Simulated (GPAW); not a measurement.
Here is a GPAW 26.7.0 calculation.

The input run.py:

```python
from ase import Atoms
from ase.dft.bandgap import bandgap
from ase.io import write
from ase.units import GPa
from gpaw import GPAW, PW, setup_paths

setup_paths.insert(0, '.')

atoms = Atoms(['Au', 'Al', 'Al', 'Al'],
              cell=[[-2.025333, 2.025333, 4.0566],
                    [2.025333, -2.025333, 4.0566],
                    [2.025333, 2.025333, -4.0566]],
              scaled_positions=[[0.0, 0.0, 0.0],
                                [0.5, 0.5, 0.0],
                                [0.25, 0.75, 0.5],
                                [0.75, 0.25, 0.5]],
              pbc=True)

calc = GPAW(mode=PW(600),
            xc='PBEsol',
            kpts={'size': (9, 9, 9), 'gamma': True},
            occupations={'name': 'fermi-dirac', 'width': 0.05},
            nbands=22,
            convergence={'density': 1e-05, 'energy': 1e-05},
            maxiter=150,
            txt='gpaw.txt')
atoms.calc = calc
energy = atoms.get_potential_energy()
forces = atoms.get_forces()
stress = atoms.get_stress()
calc.write('gs.gpw')
write('result.traj', atoms)
print(f'Energy: {energy:.6f} eV')
print('Forces (eV/A):')
print(forces.round(4))
print('Stress (GPa):', (stress / GPa).round(3))
print('Fermi level:', round(calc.get_fermi_level(), 4), 'eV')
print(f'Gap: {bandgap(calc)[0]:.4f} eV, direct: {bandgap(calc, direct=True)[0]:.4f} eV')
```

Potentials or basis: PAW data sets generated in the run's folder for this functional, pw.

Launch:

```bash
$ gpaw-setup -f PBEsol Al Au
$ OMP_NUM_THREADS=1 python run.py
```

Question: Estimate the band gap on the k mesh.

Answer: None (metal or under the smearing width).

Question: Estimate the pressure.

Answer: -2.2 GPa.

Stress tensor (GPa, compression positive):
```
-2.04  0.00  0.00
 0.00 -2.04  0.00
 0.00  0.00 -2.49
```

Caveat: with this Au data set, volumes or pressures lay over 1.5 % or 2 GPa off other programs in two to four cells of ten. Spin-orbit coupling is left out, which matters for the levels of Au.
